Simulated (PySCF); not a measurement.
# H2O4W (W(O)2(OH)2): the cost of one run

The runs use PySCF 2.14.0; r2SCAN, W def2-SVP with ECP60, O def2-SVP, H def2-SVP; scalar-relativistic core potentials, no spin–orbit coupling.

5 further runs of the same task are left out: 2 for a known fault of the program, 2 that didn't finish, 1 set aside as unsound or not needed.

### 1 Where the work starts

7 atoms, charge 0, spin multiplicity 1.

Bond lengths: W1–O2 1.717 Å, W1–O3 1.717 Å, W1–O4 1.889 Å, W1–O6 1.889 Å, O4–H5 0.967 Å, O6–H7 0.967 Å. Angles: O2–W1–O3 107.8°, O2–W1–O4 108.9°, O2–W1–O6 109.7°, O3–W1–O4 109.7°, O3–W1–O6 108.9°, O4–W1–O6 111.8°, W1–O4–H5 127.6°, W1–O6–H7 127.6°.

As a file:

```
W     0.00000    0.00000   -0.18034
O     0.88991    1.06394    0.83092
O    -0.88991   -1.06394    0.83092
O     1.21025   -0.99199   -1.23902
H     1.28890   -1.95342   -1.30123
O    -1.21025    0.99199   -1.23902
H    -1.28890    1.95342   -1.30123
```

Formal oxidation states: W +6. An earlier session relaxed this geometry at r2SCAN, W def2-SVP with ECP60, O def2-SVP, H def2-SVP (singlet, point group C2).

Its energy there is -369.049627 Eh.

### 2 Multiplicity 3 at the relaxed geometry

The input, run.py (the lines that set the calculation):

```python
mol = gto.M(atom='''
W      0.00000     0.00000    -0.18034
O      0.88991     1.06394     0.83092
O     -0.88991    -1.06394     0.83092
O      1.21025    -0.99199    -1.23902
H      1.28890    -1.95342    -1.30123
O     -1.21025     0.99199    -1.23902
H     -1.28890     1.95342    -1.30123''',
    basis={'W': 'def2-SVP', 'O': 'def2-SVP', 'H': 'def2-SVP'},
    ecp={'W': 'def2-SVP'},
    charge=0, spin=2)
mf = dft.UKS(mol, xc='R2SCAN')
mf.grids.atom_grid = (50, 194)
mf = mf.density_fit()  # fitting sets: W def2-universal-JKFIT, O def2-universal-JKFIT, H def2-universal-JKFIT
mf.conv_tol = 1e-08; mf.max_cycle = 55
mf.kernel(dm0)  # dm0: free metal ions and neutral atoms
```

Launch:

```console
> OMP_NUM_THREADS=2 python run.py
```

**Question.** How long does this run take on 2 threads of Arm Neoverse V2, shared host?

About 31 s.
